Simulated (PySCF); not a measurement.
**InPH6 (SMILES [PH3+][InH3-]): levels of theory compared**

We compute a comparison of 3 runs (HF/STO-3G, HF/3-21G, BLYP/def2-TZVP) of InPH6. 

The results are computed with PySCF 2.14.0.

## (1) Starting point

The species is InPH6 (8 atoms), meant as a singlet with charge 0. SMILES: `[PH3+][InH3-]`. The shape is that of a PBE0-D4/def2-TZVP optimisation.

Bond lengths: P1–In2 2.782 Å, P1–H3 1.411 Å, P1–H4 1.411 Å, P1–H5 1.411 Å, In2–H6 1.731 Å, In2–H7 1.731 Å, In2–H8 1.731 Å. Some angles: P1–In2–H6 95.3°, P1–In2–H7 95.1°, P1–In2–H8 95.2°, In2–P1–H3 119.8°, In2–P1–H4 119.6°, In2–P1–H5 119.7°, H6–In2–H7 119.2°, H6–In2–H8 119.2°, H7–In2–H8 119.2°, H3–P1–H4 97.6°.

## (2) Energy and forces at HF/STO-3G (run 1)

The input, run.py:

```python
# [PH3+][InH3-]
from pyscf import gto

mol = gto.Mole()
mol.atom = [
    ('P', (-0.593300, 0.062600, -1.026600)),
    ('In', (0.822000, -0.099900, 1.362800)),
    ('H', (-1.997500, -0.077200, -1.021800)),
    ('H', (-0.318900, -0.855700, -2.062100)),
    ('H', (-0.526800, 1.240500, -1.800800)),
    ('H', (0.023300, 1.240800, 2.111900)),
    ('H', (2.376100, 0.140700, 0.638900)),
    ('H', (0.307400, -1.708800, 1.741800)),
]
mol.spin = 0
mol.max_memory = 1860
mol.charge = 0
mol.basis = 'sto-3g'
mol.verbose = 4
mol.build()

myscf = mol.RHF()
myscf.conv_tol = 1e-10
myscf.kernel()
if not myscf.converged:
    myscf = myscf.newton().run(myscf.mo_coeff, myscf.mo_occ)

e_final = myscf.e_tot
print('E = %.10f Eh' % e_final)
grad = myscf.nuc_grad_method().kernel()
myscf.analyze()
```

Command:

```console
OMP_NUM_THREADS=1 python run.py
```

Log:

```text
PySCF version 2.14.0

[... 76 lines left out ...]
One-electron Energy =                -8807.992535355606378
[... 6 lines left out ...]
MO #2   energy= -145.938085383656  occ= 2
[... 4 lines left out ...]
MO #7   energy= -27.6258068624793  occ= 2
[... 4 lines left out ...]
MO #12  energy= -16.5102725702826  occ= 2
[... 4 lines left out ...]
MO #17  energy= -5.17136464345672  occ= 2
[... 4 lines left out ...]
MO #22  energy= -2.97605449659162  occ= 2
[... 4 lines left out ...]
MO #27  energy= -0.495949042538005 occ= 2
[... 4 lines left out ...]
MO #32  energy= -0.454972912597537 occ= 2
[... 4 lines left out ...]
MO #37  energy= 0.414857121059271  occ= 0
[... 4 lines left out ...]
MO #42  energy= 0.609262392637961  occ= 0
[... 14 lines left out ...]
pop of  1 In 4s           1.99981
pop of  1 In 5s           1.01042
pop of  1 In 2px          2.00000
pop of  1 In 2py          2.00000
pop of  1 In 2pz          2.00000
pop of  1 In 3px          1.99996
pop of  1 In 3py          1.99996
pop of  1 In 3pz          1.99997
pop of  1 In 4px          1.99930
pop of  1 In 4py          1.99959
pop of  1 In 4pz          1.99875
pop of  1 In 5px          0.63716
pop of  1 In 5py          0.77367
pop of  1 In 5pz          0.38370
pop of  1 In 3dxy         1.99998
pop of  1 In 3dyz         1.99999
pop of  1 In 3dz^2        1.99999
pop of  1 In 3dxz         1.99998
pop of  1 In 3dx2-y2      1.99998
pop of  1 In 4dxy         1.98315
pop of  1 In 4dyz         1.98735
pop of  1 In 4dz^2        1.98913
pop of  1 In 4dxz         1.98046
pop of  1 In 4dx2-y2      1.97275
pop of  2 H 1s            1.05725
pop of  3 H 1s            1.05729
pop of  4 H 1s            1.05725
pop of  5 H 1s            1.18335
pop of  6 H 1s            1.18347
pop of  7 H 1s            1.18337
 ** Mulliken atomic charges  **
charge of    0P =      0.43684
charge of    1In =      0.28514
charge of    2H =     -0.05725
charge of    3H =     -0.05729
charge of    4H =     -0.05725
charge of    5H =     -0.18335
charge of    6H =     -0.18347
charge of    7H =     -0.18337
Dipole moment(X, Y, Z, Debye): -2.29473,  0.26265, -3.87192
```

Run time: 2.8 s. Hardware: 1 thread of Intel Xeon at 2.70GHz, shared host; peak memory 0.12 GiB.

## (3) Energy and gradient at HF/3-21G (run 2)

The input, input.py:

```python
from pyscf import gto, scf

mol = gto.Mole()
mol.atom = '''
P       -0.593300       0.062600      -1.026600
In       0.822000      -0.099900       1.362800
H       -1.997500      -0.077200      -1.021800
H       -0.318900      -0.855700      -2.062100
H       -0.526800       1.240500      -1.800800
H        0.023300       1.240800       2.111900
H        2.376100       0.140700       0.638900
H        0.307400      -1.708800       1.741800
'''
mol.basis = '3-21g'
mol.max_memory = 1860
mol.verbose = 4
mol.build()

myscf = scf.RHF(mol)
myscf.conv_tol = 1e-10
myscf.kernel()
if not myscf.converged:
    myscf = myscf.newton().run(myscf.mo_coeff, myscf.mo_occ)

e_tot = myscf.e_tot
print('Final energy', e_tot)
grad = myscf.nuc_grad_method().kernel()
myscf.analyze()
```

Command:

```console
OMP_NUM_THREADS=1 python input.py
```

Log:

```text
PySCF version 2.14.0

[... 73 lines left out ...]
Nuclear Repulsion Energy =             232.113872060265209
[... 7 lines left out ...]
MO #2   energy= -148.632381369826  occ= 2
[... 5 lines left out ...]
MO #8   energy= -25.0591485259573  occ= 2
[... 5 lines left out ...]
MO #14  energy= -17.4552529099587  occ= 2
[... 5 lines left out ...]
MO #20  energy= -4.96448133533474  occ= 2
[... 5 lines left out ...]
MO #26  energy= -1.06225138834083  occ= 2
[... 5 lines left out ...]
MO #32  energy= -0.551454439150133 occ= 2
[... 5 lines left out ...]
MO #38  energy= 0.136968777547835  occ= 0
[... 5 lines left out ...]
MO #44  energy= 0.354160126564675  occ= 0
[... 5 lines left out ...]
MO #50  energy= 0.813867365415083  occ= 0
[... 5 lines left out ...]
MO #56  energy= 1.43889701738868   occ= 0
[... 28 lines left out ...]
pop of  1 In 4py          1.99961
pop of  1 In 4pz          1.99940
pop of  1 In 5px          0.63150
pop of  1 In 5py          0.76881
pop of  1 In 5pz          0.37661
pop of  1 In 6px          0.00586
pop of  1 In 6py          0.00661
pop of  1 In 6pz          0.00446
pop of  1 In 3dxy         1.99994
pop of  1 In 3dyz         1.99996
pop of  1 In 3dz^2        1.99997
pop of  1 In 3dxz         1.99995
pop of  1 In 3dx2-y2      1.99993
pop of  1 In 4dxy         1.99834
pop of  1 In 4dyz         1.99864
pop of  1 In 4dz^2        1.99890
pop of  1 In 4dxz         1.99825
pop of  1 In 4dx2-y2      1.99747
pop of  2 H 1s            0.96834
pop of  2 H 2s            0.00455
pop of  3 H 1s            0.96835
pop of  3 H 2s            0.00456
pop of  4 H 1s            0.96832
pop of  4 H 2s            0.00455
pop of  5 H 1s            1.15977
pop of  5 H 2s            0.00128
pop of  6 H 1s            1.15987
pop of  6 H 2s            0.00129
pop of  7 H 1s            1.15977
pop of  7 H 2s            0.00129
 ** Mulliken atomic charges  **
charge of    0P =      0.16736
charge of    1In =      0.23458
charge of    2H =      0.02711
charge of    3H =      0.02710
charge of    4H =      0.02713
charge of    5H =     -0.16105
charge of    6H =     -0.16116
charge of    7H =     -0.16106
Dipole moment(X, Y, Z, Debye): -2.08081,  0.23787, -3.51201
```

Wall time 2.9 s (1 thread of Intel Xeon at 2.70GHz, shared host); peak memory 0.13 GiB.

## (4) Energy and forces at BLYP/def2-TZVP (core potential) (run 3)

The input, run.py:

```python
from pyscf import gto, dft

molecule = gto.M(
    atom='''
P     -0.593300     0.062600    -1.026600
In     0.822000    -0.099900     1.362800
H     -1.997500    -0.077200    -1.021800
H     -0.318900    -0.855700    -2.062100
H     -0.526800     1.240500    -1.800800
H      0.023300     1.240800     2.111900
H      2.376100     0.140700     0.638900
H      0.307400    -1.708800     1.741800
''',
    verbose=4,
    basis='def2-tzvp',
    max_memory=1860,
    charge=0,
    ecp={'In': 'def2-svp'},
    spin=0,
)

mf = dft.RKS(molecule, xc='blyp')
mf.conv_tol = 1e-10
mf.grids.level = 5
mf.kernel()
if not mf.converged:
    mf = mf.newton().run(mf.mo_coeff, mf.mo_occ)

energy = mf.e_tot
print('E = %.10f Eh' % energy)
grad = mf.nuc_grad_method().kernel()
dip = mf.dip_moment()
pop, q = mf.mulliken_pop()
```

Command:

```console
OMP_NUM_THREADS=1 python run.py
```

Log:

```text
PySCF version 2.14.0

[... 59 lines left out ...]
WARN: HOMO 0.0558971075517388 == LUMO 0.0559777775237041
[... 26 lines left out ...]
converged SCF energy = -534.991963458482
[... 13 lines left out ...]
Dipole moment(X, Y, Z, Debye): -1.82678,  0.20912, -3.08342
[... 93 lines left out ...]
pop of  2 H 2pz           0.00308
pop of  3 H 1s            0.25653
pop of  3 H 2s            0.49329
pop of  3 H 3s            0.15772
pop of  3 H 2px           0.00272
pop of  3 H 2py           0.00533
pop of  3 H 2pz           0.00701
pop of  4 H 1s            0.25649
pop of  4 H 2s            0.49330
pop of  4 H 3s            0.15776
pop of  4 H 2px           0.00242
pop of  4 H 2py           0.00741
pop of  4 H 2pz           0.00523
pop of  5 H 1s            0.23366
pop of  5 H 2s            0.52332
pop of  5 H 3s            0.41504
pop of  5 H 2px           0.00173
pop of  5 H 2py           0.00332
pop of  5 H 2pz           0.00153
pop of  6 H 1s            0.23365
pop of  6 H 2s            0.52334
pop of  6 H 3s            0.41516
pop of  6 H 2px           0.00407
pop of  6 H 2py           0.00114
pop of  6 H 2pz           0.00137
pop of  7 H 1s            0.23364
pop of  7 H 2s            0.52332
pop of  7 H 3s            0.41506
pop of  7 H 2px           0.00127
pop of  7 H 2py           0.00433
pop of  7 H 2pz           0.00098
 ** Mulliken atomic charges  **
charge of    0P =     -0.10627
charge of    1In =      0.41004
charge of    2H =      0.07737
charge of    3H =      0.07741
charge of    4H =      0.07740
charge of    5H =     -0.17861
charge of    6H =     -0.17873
charge of    7H =     -0.17861
```

Run time: 50 s. Hardware: 1 thread of Intel Xeon at 2.70GHz, shared host; peak memory 1.3 GiB.

## (5) Overview of the runs

| run | level | core potential | integration grid | energy (Eh) | dipole moment (D) | HOMO energy (eV) | LUMO energy (eV) | wall time |
| --- | --- | --- | --- | --- | --- | --- | --- | --- |
| 1 | HF/STO-3G | – | – | -6023.252798 | 4.51 | -7.63 | 8.93 | 2.8 s |
| 2 | HF/3-21G | – | – | -6057.135947 | 4.09 | -10.31 | 2.47 | 2.9 s |
| 3 | BLYP/def2-TZVP (core potential) | def2-svp | 5 | -534.991963 | 3.59 | -6.35 | -1.13 | 50 s |

## (6) Outcome

| quantity | value |
| --- | --- |
| run 3: total energy | -534.99196 Eh |
| run 3: dipole moment | 3.59 D |
| run 3: HOMO energy | -6.35 eV |
| run 3: LUMO energy | -1.13 eV |
| run 3: HOMO–LUMO gap | 5.21 eV |
| run 3: largest force on an atom | 0.205 eV/Å |

**Reading.** The dipole moment (its size) runs from 3.59 D (BLYP/def2-TZVP) to 4.51 D (HF/STO-3G). The two ends differ in method and basis and core potential. The HOMO–LUMO gap runs from 5.21 eV (BLYP/def2-TZVP) to 16.56 eV (HF/STO-3G). Some runs of one species differ in core potentials or relativity; totals across that change don't compare. In run 1 the basis is minimal, so the values are rough. In runs 1, 2 relativity is left out where basis or elements ask for it. All runs together took 55 s, the longest 50 s.
